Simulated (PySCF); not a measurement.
# C4H6BCl: the cost of one run

The runs use PySCF 2.14.0, with density-fitted response routines of our own; the level of theory stands in each step. All values are computed, except where a source is named. Atoms are numbered from 0 throughout.

## 1. The starting structure

12 atoms, charge 0, multiplicity 1; geometry from: PBE0-D3(BJ)/def2-SVP.

Bonds of the start (Å): Cl0–B1 1.76, B1–C2 1.52, C2–C3 1.51, C3–C4 1.48, C4–C5 1.48, C4–C2 1.52, C5–C2 1.51, B1–H6 1.21, C3–H7 1.10, C3–H8 1.09, C4–H9 1.09, C5–H10 1.10, C5–H11 1.09.

## 2. Core holes by ΔSCF: SCAN, X2C

Job settings and geometry (Å):

```
{"job": {"kind": "xps"}, "charge": 0, "multiplicity": 1}
Cl     3.377533    -0.542728     1.490421
B      2.090266     0.456092     0.820882
C      0.797018    -0.179461     0.350653
C     -0.522893     0.497533     0.069344
C     -0.397381    -0.341117     1.280110
C      0.224613    -1.536018     0.666470
H      2.272715     1.648554     0.792453
H     -1.118513     0.109516    -0.769049
H     -0.568756     1.583662     0.198152
H     -0.452432    -0.052783     2.329805
H     -0.326511    -2.051032    -0.133120
H      0.825585    -2.189297     1.306904
```

Method: delta-SCF UKS SCAN, pcX-2 on the ionised atom, pcseg-1 elsewhere, spin-free X2C.

On the command line:

```sh
$ OMP_NUM_THREADS=1 python probes_run.py task.json out
```

One launch serves the whole session: the jobs run in the order shown.

Q: Estimate the wall time and peak memory of this first job on 1 thread of Intel Xeon 6975P-C, shared host.

About 27 s, with a peak of 0.52 GiB.
